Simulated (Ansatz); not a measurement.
# CH₄AlFSe: up Jacob's ladder to CCSD(T)

Aim: compute CH₄AlFSe with functionals from several rungs and with coupled cluster. The yardstick is the atomisation energy at the CCSD(T) limit.

Computed with Ansatz 0.2.0, Gaussian basis. Level: functionals in def2-TZVPP, the program's frozen cores in correlated methods.

Levels to be run: LDA (SPW92), PBE-D4, revPBE-D4, BLYP-D4, r2SCAN-D4, B97M-V, PBE0-D4, B3LYP-D4, r2SCANh-D4, r2SCAN0-D4, HSE06-D4, BHLYP-D4, CAM-B3LYP-D4, LC-ωPBE, ωB97X-V, ωB97M-V, B2PLYP, PBE-QIDH; CCSD(T)/def2-SVP; CCSD(T)/def2-TZVPP; CCSD(T)/def2-QZVPP; extrapolation to the limit; RPA on PBE.

### Step 1. The geometry

An earlier PBE0-D4 in a triple-zeta def2 set relaxation fixed the geometry.

SMILES `C[Se][AlH][F]`, 8 atoms, charge 0, spin multiplicity 1.

Atoms are counted from 1 here; the program's logs count them from 0.

Bond lengths: C1–Se2 1.967 Å, C1–H5 1.087 Å, C1–H6 1.089 Å, C1–H7 1.087 Å, Se2–Al3 2.290 Å, Al3–F4 1.647 Å, Al3–H8 1.575 Å. Angles: Se2–C1–H5 108.0°, Se2–C1–H6 111.1°, Se2–C1–H7 108.1°, H5–C1–H6 109.7°, H5–C1–H7 110.2°, H6–C1–H7 109.7°, C1–Se2–Al3 96.1°, Se2–Al3–F4 118.6°, Se2–Al3–H8 121.7°, F4–Al3–H8 119.8°.

### Step 2. LDA

This LDA is Slater exchange with PW92 correlation.

File in.yaml:

```yaml
crystal:
  periodic: [false, false, false]
  atoms:
    - {symbol: C, position_ang: [-1.028187, 0.768187, 0.603451]}
    - {symbol: Se, position_ang: [-0.110067, 0.889039, -1.131720]}
    - {symbol: Al, position_ang: [1.270719, -0.907965, -0.802419]}
    - {symbol: F, position_ang: [2.331070, -1.315224, -1.995624]}
    - {symbol: H, position_ang: [-2.090647, 0.635589, 0.413749]}
    - {symbol: H, position_ang: [-0.652770, -0.070740, 1.187848]}
    - {symbol: H, position_ang: [-0.855204, 1.696488, 1.142609]}
    - {symbol: H, position_ang: [1.227087, -1.752572, 0.526306]}
basis:
  gaussian: {orbitals: def2-TZVPP}
hamiltonian: {xc: lda}
output: {orbitals: {seedname: orbitals}}
```

Run with:

```console
> ansatz run in.yaml --threads 2 --pin off --events-out ev --progress --plain --max-ram 32768MiB --backend cpu
```

Further steps of the session: PBE-D4 (GGA); revPBE-D4 (GGA); BLYP-D4 (GGA); r2SCAN-D4 (meta-GGA); B97M-V (meta-GGA); PBE0-D4 (hybrid); B3LYP-D4 (hybrid); r2SCANh-D4 (hybrid); r2SCAN0-D4 (hybrid); HSE06-D4 (hybrid); BHLYP-D4 (hybrid); CAM-B3LYP-D4 (range-separated); LC-ωPBE (range-separated); ωB97X-V (range-separated); ωB97M-V (range-separated); B2PLYP (double hybrid); PBE-QIDH (double hybrid); CCSD(T) in def2-SVP; CCSD(T) in def2-TZVPP; CCSD(T) in def2-QZVPP; RPA on PBE orbitals.

Q: Predict the results of all the runs planned. Wanted: atomisation energy, CCSD(T)/CBS; farthest beyond LDA; mean size of error, GGA; mean size of error, meta-GGA; mean size of error, hybrid; mean size of error, range-separated; mean size of error, double hybrid; gap, smallest and largest; T1 diagnostic.

As calculated:

| quantity | value |
| --- | --- |
| atomisation energy, CCSD(T)/CBS | 2768.3 kJ/mol |
| functionals within 27.7 kJ/mol (1.0 %) | PBE-D4, r2SCAN-D4, B97M-V, r2SCANh-D4, CAM-B3LYP-D4, ωB97X-V, ωB97M-V |
| farthest beyond LDA | BHLYP-D4 (-100.4 kJ/mol) |
| mean size of error, GGA | 34.5 kJ/mol |
| mean size of error, meta-GGA | 5.9 kJ/mol |
| mean size of error, hybrid | 46.6 kJ/mol |
| mean size of error, range-separated | 25.3 kJ/mol |
| mean size of error, double hybrid | 45.3 kJ/mol |
| gap, smallest and largest | 4.22 eV (LDA (SPW92)), 10.72 eV (LC-ωPBE) |
| T1 diagnostic | 0.0105 |
| triples share of the correlation energy | 3.4 % |

The LDA atomisation energy is off by 337.2 kJ/mol (12 %): it overbinds. PBE-D4 is off by +6.2 kJ/mol. Double hybrids carry the basis error of their MP2 part in triple zeta, and no dispersion term here, so their miss is partly the set-up's. The rungs meta-GGA, range-separated miss on average by less than the doubt on the reference (27.7 kJ/mol), so they tie. The reference freezes the cores and leaves out relativity and excitations past (T), and its outer-core shells are covered unevenly, so misses under about 27.7 kJ/mol can't be ranked. All levels share the lack of spin-orbit coupling, which lowers the free heavy atoms and so the true binding. Hartree-Fock recovers 74 % of the binding; the rest is correlation. CCSD(T) in def2-SVP is off by -179.8 kJ/mol, which most functionals beat. Orbital gaps span 4.2 to 10.7 eV; exact exchange widens them. Correlated methods include outer-core shells of Se, which these sets cover unevenly.
